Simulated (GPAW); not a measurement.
# Be2Si (Fm-3m) in GPAW: convergence with smearing width (eV)

Aim: find how far smearing width (eV) must go before the results for Be2Si settle, at PBE. This setting moves, with any that are tied to it; all else stays.

All numbers are computed with GPAW 26.7.0; they aren't measurements. Logs are shortened: lines on timing, memory, paths and dates and some standing lists are left out, and cuts for length are marked. The log counts tension as positive stress, the text compression.

## Step 1: The structure

It takes space group Fm-3m (No. 225, cubic). Conventional cell: a = 5.280 Å, b = 5.280 Å, c = 5.280 Å, α = 90.00°, β = 90.00°, γ = 90.00°. Si (site symmetry m-3m) has 8 Be at 2.29 Å as nearest neighbours. Be (site symmetry -43m) is surrounded by 4 Si at 2.29 Å.

The cell comes from a database or a generator and needn't be the stable form of this composition.

## Step 2: With smearing width (eV) 0.5

Contents of run.py:

```python
from ase.dft.bandgap import bandgap
from ase.io import read, write
from ase.units import GPa
from gpaw import GPAW, PW

atoms = read('POSCAR')

calc = GPAW(mode=PW(800),
            xc='PBE',
            kpts={'size': (9, 9, 9), 'gamma': True},
            occupations={'name': 'marzari-vanderbilt', 'width': 0.5},
            nbands=12,
            convergence={'density': 1e-05, 'energy': 1e-05},
            maxiter=100,
            txt='gpaw.txt')
atoms.calc = calc
energy = atoms.get_potential_energy()
forces = atoms.get_forces()
stress = atoms.get_stress()
calc.write('gs.gpw')
write('result.traj', atoms)
print(f'Energy: {energy:.6f} eV')
print('Forces (eV/A):')
print(forces.round(4))
print('Stress (GPa):', (stress / GPa).round(3))
print('Fermi level:', round(calc.get_fermi_level(), 4), 'eV')
print(f'Gap: {bandgap(calc)[0]:.4f} eV, direct: {bandgap(calc, direct=True)[0]:.4f} eV')
```

Contents of POSCAR:

```
Be2Si
1.0
    0.0000000000      2.6400000000      2.6400000000
    2.6400000000      0.0000000000      2.6400000000
    2.6400000000      2.6400000000      0.0000000000
Si Be
1 2
Direct
    0.0000000000      0.0000000000      0.0000000000
    0.2500000000      0.2500000000      0.2500000000
    0.7500000000      0.7500000000      0.7500000000
```

Potentials or basis: GPAW PAW data sets (gpaw-data 1.2.1), pw.

Launch:

```bash
OMP_NUM_THREADS=1 python run.py
```

It took 12 s on 1 thread of Arm Neoverse V2, shared host; peak memory 0.16 GiB.

Results:

| Item | Value |
| --- | --- |
| Free energy | -12.1147 eV |
| Pressure | 0.8 GPa |
| Band gap on the k mesh | none (metal or under the smearing width) |

## Step 3: With smearing width (eV) 0.3

Edit run.py of step 2 so:

```diff
@@ -10,3 +10,3 @@
             kpts={'size': (9, 9, 9), 'gamma': True},
-            occupations={'name': 'marzari-vanderbilt', 'width': 0.5},
+            occupations={'name': 'marzari-vanderbilt', 'width': 0.3},
             nbands=12,
```

POSCAR is that of step 2.

Potentials or basis: GPAW PAW data sets (gpaw-data 1.2.1), pw.

Launch:

```bash
OMP_NUM_THREADS=1 python run.py
```

It took 12 s on 1 thread of Arm Neoverse V2, shared host; peak memory 0.16 GiB.

Results:

```
Free energy            : -12.1129 eV
Pressure               : 0.8 GPa
Band gap on the k mesh : none (metal or under the smearing width)
```

## Step 4: With smearing width (eV) 0.2

Edit run.py of step 3 so:

```diff
@@ -10,3 +10,3 @@
             kpts={'size': (9, 9, 9), 'gamma': True},
-            occupations={'name': 'marzari-vanderbilt', 'width': 0.3},
+            occupations={'name': 'marzari-vanderbilt', 'width': 0.2},
             nbands=12,
```

POSCAR is that of step 3.

Launch:

```bash
OMP_NUM_THREADS=1 python run.py
```

Wall time 12 s (1 thread of Arm Neoverse V2, shared host); peak memory 0.16 GiB.

The run converged. Its results:

```yaml
Free_energy: -12.1123 eV
Pressure: 0.8 GPa
Band_gap_on_the_k_mesh: none (metal or under the smearing width)
```

## Step 5: With smearing width (eV) 0.15

Edit run.py of step 4 so:

```diff
@@ -10,3 +10,3 @@
             kpts={'size': (9, 9, 9), 'gamma': True},
-            occupations={'name': 'marzari-vanderbilt', 'width': 0.2},
+            occupations={'name': 'marzari-vanderbilt', 'width': 0.15},
             nbands=12,
```

POSCAR is that of step 4.

Launch:

```bash
OMP_NUM_THREADS=1 python run.py
```

Run time: 12 s. Hardware: 1 thread of Arm Neoverse V2, shared host; peak memory 0.16 GiB.

The run converged. Its results:

* Free energy: -12.1123 eV
* Pressure: 0.8 GPa
* Band gap on the k mesh: none (metal or under the smearing width)

## Step 6: With smearing width (eV) 0.1

Edit run.py of step 5 so:

```diff
@@ -10,3 +10,3 @@
             kpts={'size': (9, 9, 9), 'gamma': True},
-            occupations={'name': 'marzari-vanderbilt', 'width': 0.15},
+            occupations={'name': 'marzari-vanderbilt', 'width': 0.1},
             nbands=12,
```

POSCAR is that of step 5.

Potentials or basis: GPAW PAW data sets (gpaw-data 1.2.1), pw.

Launch:

```bash
OMP_NUM_THREADS=1 python run.py
```

Run time: 12 s. Hardware: 1 thread of Arm Neoverse V2, shared host; peak memory 0.16 GiB.

The run converged. Its results:

| Property | Result |
| --- | --- |
| Free energy | -12.1124 eV |
| Pressure | 0.8 GPa |
| Band gap on the k mesh | none (metal or under the smearing width) |

## Step 7: With smearing width (eV) 0.05

Edit run.py of step 6 so:

```diff
@@ -10,3 +10,3 @@
             kpts={'size': (9, 9, 9), 'gamma': True},
-            occupations={'name': 'marzari-vanderbilt', 'width': 0.1},
+            occupations={'name': 'marzari-vanderbilt', 'width': 0.05},
             nbands=12,
```

POSCAR is that of step 6.

Launch:

```bash
OMP_NUM_THREADS=1 python run.py
```

It took 12 s on 1 thread of Arm Neoverse V2, shared host; peak memory 0.16 GiB.

The run converged. Its results:

| Quantity | Value |
| --- | --- |
| Free energy | -12.1124 eV |
| Pressure | 0.8 GPa |
| Band gap on the k mesh | none (metal or under the smearing width) |

## Step 8: With smearing width (eV) 0.025

Edit run.py of step 7 so:

```diff
@@ -10,3 +10,3 @@
             kpts={'size': (9, 9, 9), 'gamma': True},
-            occupations={'name': 'marzari-vanderbilt', 'width': 0.05},
+            occupations={'name': 'marzari-vanderbilt', 'width': 0.025},
             nbands=12,
```

POSCAR is that of step 7.

Launch:

```bash
OMP_NUM_THREADS=1 python run.py
```

Run time: 12 s. Hardware: 1 thread of Arm Neoverse V2, shared host; peak memory 0.16 GiB.

Results (log left out):

```yaml
Free_energy: -12.1123 eV
Pressure: 0.8 GPa
Band_gap_on_the_k_mesh: none (metal or under the smearing width)
```

## Step 9: With smearing width (eV) 0.01

Edit run.py of step 8 so:

```diff
@@ -10,3 +10,3 @@
             kpts={'size': (9, 9, 9), 'gamma': True},
-            occupations={'name': 'marzari-vanderbilt', 'width': 0.025},
+            occupations={'name': 'marzari-vanderbilt', 'width': 0.01},
             nbands=12,
```

POSCAR is that of step 8.

Potentials or basis: GPAW PAW data sets (gpaw-data 1.2.1), pw.

Launch:

```bash
OMP_NUM_THREADS=1 python run.py
```

gpaw.txt:

```text
__  _  _
 | _ |_)|_||  |
 |__||  | ||/\| - 26.7.0

Input parameters:
  mode=PW(ecut=800.0),
  convergence={'density': 1e-05, 'energy': 1e-05},
  kpts=MonkhorstPack(size=(9, 9, 9), gamma=True),
  maxiter=100,
  nbands=12,
  occupations=Occupations(name='marzari-vanderbilt', width=0.01),
  xc=XC(name='PBE')

Diagonalizing LCAO Hamiltonian
Converting LCAO to pw mode

                    Be

           Be

       Si

Atoms  # Å, Bohr magnetons
|   | symbol |        x |        y |        z |    initial magnetic moments |
|---|--------|----------|----------|----------|-----------------------------|
| 0 |     Si | 0.000000 | 0.000000 | 0.000000 | ( 0.0000,  0.0000,  0.0000) |
| 1 |     Be | 1.320000 | 1.320000 | 1.320000 | ( 0.0000,  0.0000,  0.0000) |
| 2 |     Be | 3.960000 | 3.960000 | 3.960000 | ( 0.0000,  0.0000,  0.0000) |

Unit cell  # Å
| periodic |        x |        y |        z |  lengths |    angles |
|----------|----------|----------|----------|----------|-----------|
|      yes | 0.000000 | 2.640000 | 2.640000 | 3.733524 | 60.000000 |
|      yes | 2.640000 | 0.000000 | 2.640000 | 3.733524 | 60.000000 |
|      yes | 2.640000 | 2.640000 | 0.000000 | 3.733524 | 60.000000 |

Number of symmetries: 48
Symmetry operations  # r_c * U_cc + t_c -> r_c
|    | kind |            matrix            |
|----|------|------------------------------|
|  0 |  σ   |  1, 0, 0,  1, 0,-1,  1,-1, 0 |
|  1 |  C2  |  1, 0, 0,  1,-1, 0,  1, 0,-1 |
|  2 |  E   |  1, 0, 0,  0, 1, 0,  0, 0, 1 |
|  3 |  σ   |  1, 0, 0,  0, 0, 1,  0, 1, 0 |
|  4 |  C4  |  1, 0,-1,  1, 0, 0,  1,-1, 0 |
|  5 |  S6  |  1, 0,-1,  1,-1, 0,  1, 0, 0 |
|  6 |  σ   |  1, 0,-1,  0, 1,-1,  0, 0,-1 |
|  7 |  C3  |  1, 0,-1,  0, 0,-1,  0, 1,-1 |
|  8 |  S6  |  1,-1, 0,  1, 0, 0,  1, 0,-1 |
|  9 |  C4  |  1,-1, 0,  1, 0,-1,  1, 0, 0 |
| 10 |  C3  |  1,-1, 0,  0,-1, 1,  0,-1, 0 |
| 11 |  σ   |  1,-1, 0,  0,-1, 0,  0,-1, 1 |
| 12 |  σ   |  0, 1, 0,  1, 0, 0,  0, 0, 1 |
| 13 |  C4  |  0, 1, 0,  0, 1,-1, -1, 1, 0 |
| 14 |  C3  |  0, 1, 0,  0, 0, 1,  1, 0, 0 |
| 15 |  S6  |  0, 1, 0, -1, 1, 0,  0, 1,-1 |
| 16 |  C2  |  0, 1,-1,  1, 0,-1,  0, 0,-1 |
| 17 |  σ   |  0, 1,-1,  0, 1, 0, -1, 1, 0 |
| 18 |  S4  |  0, 1,-1,  0, 0,-1,  1, 0,-1 |
| 19 |  C4  |  0, 1,-1, -1, 1, 0,  0, 1, 0 |
| 20 |  C3  |  0, 0, 1,  1, 0, 0,  0, 1, 0 |
| 21 |  σ   |  0, 0, 1,  0, 1, 0,  1, 0, 0 |
| 22 |  S6  |  0, 0, 1,  0,-1, 1, -1, 0, 1 |
| 23 |  C4  |  0, 0, 1, -1, 0, 1,  0,-1, 1 |
| 24 |  S4  |  0, 0,-1,  1, 0,-1,  0, 1,-1 |
| 25 |  C3  |  0, 0,-1,  0, 1,-1,  1, 0,-1 |
| 26 |  C2  |  0, 0,-1,  0,-1, 0, -1, 0, 0 |
| 27 |  S6  |  0, 0,-1, -1, 0, 0,  0,-1, 0 |
| 28 |  S4  |  0,-1, 1,  1,-1, 0,  0,-1, 0 |
| 29 |  C4  |  0,-1, 1,  0, 0, 1, -1, 0, 1 |
| 30 |  C2  |  0,-1, 1,  0,-1, 0,  1,-1, 0 |
| 31 |  σ   |  0,-1, 1, -1, 0, 1,  0, 0, 1 |
| 32 |  C3  |  0,-1, 0,  1,-1, 0,  0,-1, 1 |
| 33 |  S6  |  0,-1, 0,  0, 0,-1, -1, 0, 0 |
| 34 |  S4  |  0,-1, 0,  0,-1, 1,  1,-1, 0 |
| 35 |  C2  |  0,-1, 0, -1, 0, 0,  0, 0,-1 |
| 36 |  C2  | -1, 1, 0,  0, 1, 0,  0, 1,-1 |
| 37 |  S6  | -1, 1, 0,  0, 1,-1,  0, 1, 0 |
| 38 |  S4  | -1, 1, 0, -1, 0, 1, -1, 0, 0 |
| 39 |  C3  | -1, 1, 0, -1, 0, 0, -1, 0, 1 |
| 40 |  S6  | -1, 0, 1,  0, 0, 1,  0,-1, 1 |
| 41 |  C2  | -1, 0, 1,  0,-1, 1,  0, 0, 1 |
| 42 |  C3  | -1, 0, 1, -1, 1, 0, -1, 0, 0 |
| 43 |  S4  | -1, 0, 1, -1, 0, 0, -1, 1, 0 |
| 44 |  C2  | -1, 0, 0,  0, 0,-1,  0,-1, 0 |
| 45 |  i   | -1, 0, 0,  0,-1, 0,  0, 0,-1 |
| 46 |  σ   | -1, 0, 0, -1, 1, 0, -1, 0, 1 |
| 47 |  C2  | -1, 0, 0, -1, 0, 1, -1, 1, 0 |

BZ-sampling:
  Number of BZ points: 729
  Number of IBZ points: 35

  Monkhorst-Pack size: [9, 9, 9]
  Monkhorst-Pack shift: [0, 0, 0]

K-points  # in reciprocal-cell coordinates
|     |                                coordinates |     weight |
|-----|--------------------------------------------|------------|
|   0 | (  0.00000000,   0.00000000,   0.00000000) | 0.00137174 |
|   1 | (  0.11111111,   0.11111111,   0.00000000) | 0.00823045 |
|   2 | (  0.11111111,   0.11111111,   0.11111111) | 0.01097394 |
|   3 | (  0.22222222,   0.11111111,   0.11111111) | 0.01646091 |
|   4 | (  0.22222222,   0.22222222,   0.00000000) | 0.00823045 |
|   5 | (  0.22222222,   0.22222222,   0.11111111) | 0.03292181 |
|   6 | (  0.22222222,   0.22222222,   0.22222222) | 0.01097394 |
|   7 | (  0.33333333,   0.22222222,   0.11111111) | 0.03292181 |
|   8 | (  0.33333333,   0.22222222,   0.22222222) | 0.03292181 |
|   9 | (  0.33333333,   0.33333333,  -0.33333333) | 0.01646091 |
| ... |                                            |            |
|  34 | (  0.44444444,   0.44444444,   0.44444444) | 0.01097394 |

Plane wave coefficients: 1917
Cutoff: 800.0 eV

Spin-components: 1 (collinear spins)
Bands:           12
Projectors:      11
Spin-degeneracy: 2
Datatype:        complex128

Parallelization:
  kpt:    1
  domain: 1
  band:   1

Density:
  Valence electrons: 8.0
  Components: 1
  Grid points: [25 25 25]
  Charge: 0.0  # |e|

Potential:
  Grid points: [25 25 25]

species:
  Si:
    name:    Silicon
    Z:       14.0
    valence: 4
    core:    10
    charge:  0.0  # [|e|]
    compensation charges:
      type: gauss
      rc: 0.33  # [Å]
      lmax: 2
    cutoffs:
      filter: 1.86  # [Å]
      core: 2.06  # [Å]
    projectors
    | kind |    occ | energy [eV] | rcut [Å] |
    |------|--------|-------------|----------|
    |   3s |  2.000 |     -10.812 |    1.058 |
    |   3p |  2.000 |      -4.081 |    1.058 |
    |    s |        |      16.399 |    1.058 |
    |    p |        |      23.130 |    1.058 |
    |    d |        |       0.000 |    1.058 |

    Using partial waves for Si as LCAO basis

  Be:
    name:    Beryllium
    Z:       4.0
    valence: 2
    core:    2
    charge:  0.0  # [|e|]
    compensation charges:
      type: gauss
      rc: 0.25  # [Å]
      lmax: 2
    cutoffs:
      filter: 1.42  # [Å]
      core: 1.77  # [Å]
    projectors
    | kind |    occ | energy [eV] | rcut [Å] |
    |------|--------|-------------|----------|
    |   2s |  2.000 |      -5.610 |    0.794 |
    |   2p |  0.000 |      -2.018 |    0.794 |
    |    s |        |      21.602 |    0.794 |

    Using partial waves for Be as LCAO basis

Reference energy: -8682.714197  # eV

eigensolver:
  PPCG
  Converge bands: occupied
  niter=2

density mixing:
  MSR1-Mixer
  Pratt-step length: 0.05
  Maximum mixing coefficient: 0.75
  Old densities: 10
  SVD Regularization: 0.005
  Good broyden scale: 1.0
  Trust region scale: 1.0
  Backstep threshold: 4.0
  History deletion threshold: 6.0
  Fourier metric: weight=20.0, sigma=0.015

occupation numbers:
  Marzari-Vanderbilt:
    width: 0.0100  # eV

poisson solver:
  ecut: 6400.0  # eV

xc functional:
[... 9 lines left out ...]
|iter     | |      energy | eigst |  dens |
|---------|-|-------------|-------|-------|
|iter:   1| |  -12.116411 | +0.01 |       |
|iter:   2| |  -12.114285 | -2.74 | -1.00 |
|iter:   3| |  -12.108033 | -2.43 | -1.02 |
|iter:   4| |  -12.112061 | -3.48 | -1.54 |
|iter:   5| |  -12.112190 | -5.32 | -2.35 |
|iter:   6| |  -12.112211 | -6.33 | -2.97 |
|iter:   7| |  -12.112211c| -8.23c| -3.98 |
|iter:   8| |  -12.112212c| -9.04c| -4.40 |
|iter:   9| |  -12.112212c| -9.85c| -5.52c|

Converged in 9 steps
Energy contributions relative to reference atoms: (reference = -8682.714197)

Energy contributions:
  Kinetic:          13.973223
  Coulomb:          -9.683103
  Zero:             -0.102227
  External:          0.000000
  Xc:              -16.300055
  Entropy:          -0.000050
  Spinorbit:         0.000000
  ----------------------------
  Free energy:     -12.112212
  Extrapolated:    -12.112212

dipole moment: (-11.455964, -11.455964, -11.455964)  # |e|*Ang

Fermi level: 6.647
Eigenvalues  # (at kpt = [0.000, 0.000, 0.000])
| band index |      eig [eV] | occ [0-2] |
|------------|---------------|-----------|
|          0 |        -5.447 |     2.000 |
|          1 |         7.015 |     0.000 |
|          2 |         7.015 |     0.000 |
|          3 |         7.015 |     0.000 |
|          4 |         7.429 |     0.000 |
|          5 |         7.429 |     0.000 |
|          6 |         7.429 |     0.000 |
|          7 |        12.681 |     0.000 |
|          8 |        14.020 |     0.000 |
|        ... |               |           |
|         11 |        14.084 |     0.000 |

No gap
No difference between direct/indirect transitions

Forces  # eV/Ang
|        x |        y |       z |
|----------|----------|---------|
| -0.00000 | -0.00000 | 0.00000 |  # Si   0
|  0.00000 |  0.00000 | 0.00000 |  # Be   1
| -0.00000 |  0.00000 | 0.00000 |  # Be   2

Stress tensor  # eV/Ang^3
|         x |         y |         z |
|-----------|-----------|-----------|
| -0.005166 |  0.000000 |  0.000000 |
|  0.000000 | -0.005166 |  0.000000 |
|  0.000000 |  0.000000 | -0.005166 |

# Writing to gs.gpw (mode='')
```

stdout:

```text
Energy: -12.112212 eV
Forces (eV/A):
[[-0. -0.  0.]
 [ 0.  0.  0.]
 [-0.  0.  0.]]
Stress (GPa): [-0.828 -0.828 -0.828  0.     0.     0.   ]
Fermi level: 6.6467 eV
Gap: 0.0000 eV, direct: 0.0000 eV
```

Run time: 11 s. Hardware: 1 thread of Arm Neoverse V2, shared host; peak memory 0.16 GiB.

Results:

```yaml
Free_energy: -12.1122 eV
Pressure: 0.8 GPa
Band_gap_on_the_k_mesh: none (metal or under the smearing width)
```

## Step 10: The series at a glance

```tsv
smearing width (eV)	energy less the tightest run, at zero smearing (meV/atom)	SCF cycles	CPU time (s)	peak memory (GiB)
0.5	-0.82	9	12	0.16
0.3	-0.24	9	12	0.16
0.2	-0.04	9	12	0.16
0.15	-0.03	9	12	0.16
0.1	-0.07	9	12	0.16
0.05	-0.06	9	12	0.16
0.025	-0.03	9	12	0.16
0.01	0.00	9	11	0.16
```

Against the tightest run, the energy stays within 1 meV/atom from 0.5 on. Narrower smearing needs a denser k mesh, so at a fixed mesh the narrowest width isn't the most accurate. The tightest run that finished is the yardstick and may itself not be fully converged.

Caveats: this smearing can pin the Fermi level at a band edge.
